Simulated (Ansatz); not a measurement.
Predict the output of the script below (Ansatz's Python interface).

Script `freq_c2h2se.py`:
```python
"""Vibrations and zero-point energy of C2H2Se."""

import itertools

import ansatz as az
from ase import Atoms
from ase.data import atomic_numbers, covalent_radii
import numpy as np


def main() -> None:
    atoms = Atoms(["C", "C", "Se", "H", "H"], positions=[
        [-0.8778, -0.9791, 0.0833],
        [0.0486, -0.2445, 0.1954],
        [1.5554, 0.8475, 0.3778],
        [-1.7113, -1.5317, -0.0416],
        [1.035, 1.8341, -0.6563],
    ])
    system = az.Crystal.molecule_from_ase(atoms)

    base = (
        system.calculation()
        .basis(gaussian="def2-SVP")
        .functional("PBE0")
    )
    symbols = [site.symbol for site in system.cartesian_sites]
    start = np.array([site.position_ang for site in system.cartesian_sites], dtype=float)
    data = base.relax(force_tolerance=0.003, max_steps=100).run(threads=1).report
    end = np.array(data["positions_ang"])

    # pairs closer than 1.2 times the sum of covalent radii, before or after
    radius = [covalent_radii[atomic_numbers[s]] for s in symbols]
    span = lambda where, i, j: np.linalg.norm(where[i] - where[j])
    bonded = [(i, j) for i, j in itertools.combinations(range(len(symbols)), 2) if min(span(start, i, j), span(end, i, j)) < 1.2 * (radius[i] + radius[j])]
    print("pair        before    after (A)")
    for i, j in bonded:
        print(f"{symbols[i]}{i}-{symbols[j]}{j}".ljust(10), f"{span(start, i, j):8.4f} {span(end, i, j):8.4f}")
    for first, second in list(itertools.combinations(bonded, 2)):
        shared = set(first) & set(second)
        if shared and symbols[(j := shared.pop())] != "H":
            i, k = sorted((set(first) | set(second)) - {j})
            u, v = end[i] - end[j], end[k] - end[j]
            angle = np.degrees(np.arccos(np.clip(u @ v / np.linalg.norm(u) / np.linalg.norm(v), -1, 1)))
            print(f"final angle {symbols[i]}{i}-{symbols[j]}{j}-{symbols[k]}{k}: {angle:.2f} deg")

    # same settings at the minimum
    minimum = az.Crystal.molecule()
    for symbol, place in zip(symbols, end):
        minimum = minimum.atom(symbol, place.tolist())
    vibrating = (
        minimum.calculation()
        .basis(gaussian="def2-SVP")
        .functional("PBE0")
        .phonons(temperatures=(298.15, 498.15, 100))
    )
    vib = vibrating.run(threads=1).report["vibrations"]
    sums = vib["harmonic_sums"]
    modes = [m["omega_inv_cm"] for m in sums["modes_at_gamma"] if m["rigid_motion"] == "no"]
    print("frequencies (1/cm):", " ".join(f"{w:.0f}" for w in modes))
    print("imaginary modes:", sum(w < 0 for w in modes), " zero-point energy:", round(sums["zero_point_energy_ev"], 4), "eV")
    print("T (K)   F_vib (eV)   S_vib (meV/K)   C_vib (meV/K)")
    for row in zip(sums["temperatures_k"], sums["vibrational_free_energy_ev"], vib["entropy_ev_per_k"], vib["heat_capacity_ev_per_k"]):
        print(f"{row[0]:6.1f} {row[1]:11.4f} {1000 * row[2]:13.4f} {1000 * row[3]:15.4f}")


if __name__ == "__main__":
    main()
```

Output of `python freq_c2h2se.py`:
```text
pair        before    after (A)
C0-C1        1.1876   1.2144
C0-H3        1.0078   1.0748
C1-Se2       1.8698   1.8259
Se2-H4       1.5210   1.4741
final angle C1-C0-H3: 179.43 deg
final angle C0-C1-Se2: 175.60 deg
final angle C1-Se2-H4: 95.01 deg
frequencies (1/cm): 275 336 585 630 751 860 2167 2430 3484
imaginary modes: 0  zero-point energy: 0.7141 eV
T (K)   F_vib (eV)   S_vib (meV/K)   C_vib (meV/K)
 298.1      0.6966        0.1771          0.2886
 398.1      0.6741        0.2719          0.3650
 498.1      0.6425        0.3597          0.4181
```

The frequencies are harmonic and unscaled, in a modest basis. Wall time of the script: 61 s on 1 thread of Arm Neoverse V1, on a shared host, peak memory 0.21 GiB.
